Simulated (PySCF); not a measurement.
# C8H9N: the cost of one run

The runs use PySCF 2.14.0, with density-fitted response routines of our own; the level of theory stands in each step. All values are computed, except where a source is named. Atoms count from 0, in the outputs and in this text.

## 1. The starting structure

18 atoms, charge 0, multiplicity 1; geometry from: GFN2-xTB. The atoms were then displaced at random by about 0.01 Å, so the start is not that level's minimum.

Bonds of the start (Å): H0–N1 1.03, N1–C2 1.27, C2–C3 1.43, C3–C4 1.54, C4–C5 1.50, C5–C6 1.49, C5–C7 1.52, C7–C8 1.39, C8–C9 1.20, C7–C3 1.54, C7–C4 1.50, C2–H10 1.08, C3–H11 1.09, C4–H12 1.06, C5–H13 1.10, C6–H14 1.09, C6–H15 1.08, C6–H16 1.10, C9–H17 1.06.

## 2. Optimising the geometry at PBE0-D3(BJ)/def2-SVP

What the job is given:

```
{"job": {"xc": "PBE0", "basis": "def2-SVP", "d3": "d3bj", "grid": 1, "shake": 0.01, "kind": "geom"}, "charge": 0, "multiplicity": 1}
H      4.282750     0.419090    -0.161210
N      3.474750     0.051940     0.354470
C      2.343640     0.108490    -0.226370
C      1.200160    -0.412530     0.445870
C      0.083500    -1.045340    -0.401300
C     -1.038330    -0.860440     0.583730
C     -2.447860    -0.891420     0.088980
C     -0.137020     0.307830     0.211740
C     -0.438370     1.594560    -0.227140
C     -0.688430     2.698970    -0.615690
H      2.175580     0.535190    -1.207120
H      1.371630    -0.821130     1.443710
H      0.079210    -1.392880    -1.405210
H     -0.923530    -1.286730     1.587250
H     -3.108770    -0.348910     0.768920
H     -2.819930    -1.900300     0.033580
H     -2.522420    -0.422150    -0.898670
H     -0.914100     3.677720    -0.949610
```

On the command line:

```console
$ OMP_NUM_THREADS=1 python probes_run.py task.json out
```

The driver reads the jobs from task.json and runs them one after another.

Q: Estimate the wall time and peak memory of this first job on 1 thread of AMD EPYC, shared host.

About 4.3 min, with a peak of 0.71 GiB.
